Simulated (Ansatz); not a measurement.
# H15C2NO6: the cost of one run

Program: Ansatz 0.2.0. Level of theory: DFT PBE, plane waves, PAW, scalar-relativistic, no spin polarisation. These are calculated values, not measurements.

## 1. Starting point

The cell holds 24 atoms (C2H15NO6): a = 6.439 Å, b = 6.439 Å, c = 6.439 Å, α = 90.00°, β = 90.00°, γ = 90.00°.

As a file:

```xyz
24
Lattice="6.4393 0.0000 0.0000 0.0000 6.4393 0.0000 0.0000 0.0000 6.4393" Properties=species:S:1:pos:R:3 pbc="T T T"
O     3.6549   -0.0303    4.5993
H     4.5299   -0.1133    5.0063
H     3.2885    0.7749    4.9937
O     3.8449    2.2892    0.7219
H     4.6177    2.4024    0.1491
H     3.5243    1.4002    0.5099
O     1.9118    4.2181    5.3430
H     1.8034    4.7934    4.5714
H     2.5627    3.5609    5.0556
O     0.9250    2.5408    3.8219
H     1.1730    3.0627    3.0446
H     0.6397    1.6919    3.4528
O     4.5013    3.6180    3.3320
H     3.9364    2.9573    2.9048
H     5.2101    3.0951    3.7348
O     1.9361    5.9470    2.0428
H     1.4018    6.6465    1.6385
H     2.1028    5.3296    1.3154
C     0.1139    0.7154    5.5129
C    -0.0315   -0.3581    6.4929
N    -0.1488   -1.2241    7.2834
H    -0.3787    1.6209    5.8721
H     1.1709    0.9317    5.3471
H    -0.3384    0.4213    4.5640
```

## 2. Preparing the start

Contents of input.yaml:

```yaml
accuracy: low
crystal:
  lattice:
    - [6.439277, 0.0, 0.0]
    - [0.0, 6.439277, 0.0]
    - [0.0, 0.0, 6.439277]
  atoms:
    - { symbol: O, position: [0.5675904, -0.0047034, 0.7142573] }
    - { symbol: H, position: [0.7034732, -0.0175998, 0.7774576] }
    - { symbol: H, position: [0.5106895, 0.120338, 0.7755083] }
    - { symbol: O, position: [0.597095, 0.3555041, 0.112107] }
    - { symbol: H, position: [0.7171128, 0.373078, 0.0231598] }
    - { symbol: H, position: [0.5473063, 0.2174395, 0.079183] }
    - { symbol: O, position: [0.2969044, 0.6550524, 0.8297456] }
    - { symbol: H, position: [0.28006, 0.744398, 0.7099192] }
    - { symbol: H, position: [0.3979825, 0.5529929, 0.785116] }
    - { symbol: O, position: [0.1436532, 0.3945777, 0.5935242] }
    - { symbol: H, position: [0.1821708, 0.4756315, 0.4728121] }
    - { symbol: H, position: [0.0993485, 0.2627541, 0.5362148] }
    - { symbol: O, position: [0.6990318, 0.561871, 0.5174476] }
    - { symbol: H, position: [0.6113134, 0.4592588, 0.451108] }
    - { symbol: H, position: [0.8091091, 0.4806668, 0.5800062] }
    - { symbol: O, position: [0.3006644, 0.9235572, 0.3172329] }
    - { symbol: H, position: [0.2176968, 1.0321851, 0.2544549] }
    - { symbol: H, position: [0.3265527, 0.8276643, 0.2042768] }
    - { symbol: C, position: [0.0176894, 0.111097, 0.8561369] }
    - { symbol: C, position: [-0.0048898, -0.0556161, 1.0083264] }
    - { symbol: "N", position: [-0.0231029, -0.1900924, 1.1310874] }
    - { symbol: H, position: [-0.0588113, 0.251715, 0.9119137] }
    - { symbol: H, position: [0.1818381, 0.1446959, 0.8303849] }
    - { symbol: H, position: [-0.0525493, 0.0654207, 0.70877] }
basis:
  ecutwfc: 420.0
kpoints:
  mp_grid: { grid: [1, 1, 1] }
hamiltonian:
  xc: pbe
scf:
  occupations: { method: fermi_dirac, width: 0.05 }
  lower_state_search: "off"
relax:
  f_tol: 0.3
  max_steps: 15
  adjacent_minimum: "off"
output:
  write_density: true
  write_potential: true
  elf: true
  volumetric_format: npy
```

Launch:

```sh
> ansatz run input.yaml --threads 1 --pin off --max-ram 3072MiB --backend cpu --events-out ev --progress --plain --runs-dir out
```

What time and memory should one allow on 1 thread of Arm Neoverse V1, shared host?

About 33 s, with a peak of 0.36 GiB.
